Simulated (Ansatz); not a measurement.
# CuNH2: up Jacob's ladder to CCSD(T)

Aim: compute CuNH2 with functionals from several rungs and with coupled cluster, and see how far each lands from CCSD(T) at the basis-set limit for the atomisation energy.

Program: Ansatz 0.2.0, Gaussian basis. Level of theory: functionals in def2-TZVPP, the program's frozen cores in correlated methods. These are calculated values, not measurements.

Plan: LDA (SPW92), PBE-D4, revPBE-D4, BLYP-D4, r2SCAN-D4, B97M-V, PBE0-D4, B3LYP-D4, r2SCANh-D4, r2SCAN0-D4, HSE06-D4, BHLYP-D4, CAM-B3LYP-D4, LC-ωPBE, ωB97X-V, ωB97M-V, B2PLYP, PBE-QIDH; CCSD(T)/def2-SVP; CCSD(T)/def2-TZVPP; CCSD(T)/def2-QZVPP; extrapolation to the limit; RPA on PBE.

## 1. The relaxed structure

An earlier PBE0-D4 in a triple-zeta def2 set relaxation fixed the geometry.

SMILES `[NH2][Cu]`, 4 atoms, charge 0, spin multiplicity 1.

Atoms are counted from 1 here; the program's logs count them from 0.

Bond lengths: N1–Cu2 1.830 Å, N1–H3 1.019 Å, N1–H4 1.019 Å. Angles: Cu2–N1–H3 107.0°, Cu2–N1–H4 107.0°, H3–N1–H4 104.5°.

Coordinates:

```
N    -0.2773    0.2509    0.1175
Cu    1.3836   -0.3016    0.6526
H    -0.8624   -0.5815    0.0555
H    -0.1884    0.5719   -0.8459
```

## 2. LDA

This LDA is Slater exchange with PW92 correlation.

Contents of in.yaml:

```yaml
crystal:
  periodic: [false, false, false]
  atoms:
    - {symbol: N, position_ang: [-0.277274, 0.250886, 0.117513]}
    - {symbol: Cu, position_ang: [1.383590, -0.301574, 0.652607]}
    - {symbol: H, position_ang: [-0.862446, -0.581510, 0.055500]}
    - {symbol: H, position_ang: [-0.188369, 0.571898, -0.845920]}
basis:
  gaussian: {orbitals: def2-TZVPP}
hamiltonian: {xc: lda}
output: {orbitals: {seedname: orbitals}}
```

The run is started by

```console
$ ansatz run in.yaml --threads 2 --pin off --events-out ev --progress --plain --max-ram 32768MiB --backend cpu
```

Further steps of the session: PBE-D4 (GGA); revPBE-D4 (GGA); BLYP-D4 (GGA); r2SCAN-D4 (meta-GGA); B97M-V (meta-GGA); B3LYP-D4 (hybrid); r2SCANh-D4 (hybrid); r2SCAN0-D4 (hybrid); HSE06-D4 (hybrid); BHLYP-D4 (hybrid); CAM-B3LYP-D4 (range-separated); LC-ωPBE (range-separated); ωB97X-V (range-separated); ωB97M-V (range-separated); B2PLYP (double hybrid); PBE-QIDH (double hybrid); CCSD(T) in def2-SVP; CCSD(T) in def2-TZVPP; CCSD(T) in def2-QZVPP; RPA on PBE orbitals.

**Question.** What will the summary of the whole plan be? Wanted: atomisation energy, CCSD(T)/CBS; farthest beyond LDA; mean size of error, GGA; mean size of error, meta-GGA; mean size of error, hybrid; mean size of error, range-separated; mean size of error, double hybrid; gap, smallest and largest; T1 diagnostic.

**Answer**, as computed:

```
                               quantity                                                        value
        atomisation energy, CCSD(T)/CBS                                                1021.1 kJ/mol
  functionals within 5.1 kJ/mol (0.5 %)  revPBE-D4, B97M-V, B3LYP-D4, CAM-B3LYP-D4, ωB97X-V, ωB97M-V
                    farthest beyond LDA                                      BHLYP-D4 (-76.4 kJ/mol)
                mean size of error, GGA                                                  20.3 kJ/mol
           mean size of error, meta-GGA                                                   5.0 kJ/mol
             mean size of error, hybrid                                                  34.2 kJ/mol
    mean size of error, range-separated                                                   6.7 kJ/mol
      mean size of error, double hybrid                                                  26.9 kJ/mol
              gap, smallest and largest                         1.77 eV (BLYP-D4), 8.55 eV (LC-ωPBE)
                          T1 diagnostic                                                       0.0375
triples share of the correlation energy                                                        4.2 %
```

What this shows: The LDA atomisation energy is off by 185.5 kJ/mol (18 %): it overbinds. PBE-D4 is off by +35.4 kJ/mol. Double hybrids carry the basis error of their MP2 part in triple zeta, and no dispersion term here, so their miss is partly the set-up's. By mean error the best rung here is meta-GGA (5.0 kJ/mol) and the worst beyond LDA is hybrid (34.2 kJ/mol). The gap between the best rungs is small, so their order is not settled. The mean of the hybrids holds BHLYP, with half exact exchange. The reference freezes the cores and leaves out relativity and excitations past (T), so misses under about 5.1 kJ/mol can't be ranked. Hartree-Fock recovers 54 % of the binding; the rest is correlation. CCSD(T) in def2-SVP is off by -118.1 kJ/mol, which most functionals beat. The gap grows from 1.8 to 8.5 eV across the functionals, mostly with the share of exact exchange. The T1 diagnostic, 0.038, is well above the customary 0.02, so CCSD(T) itself is less safe here. For Cu the d shell is correlated and the shells below it are frozen.
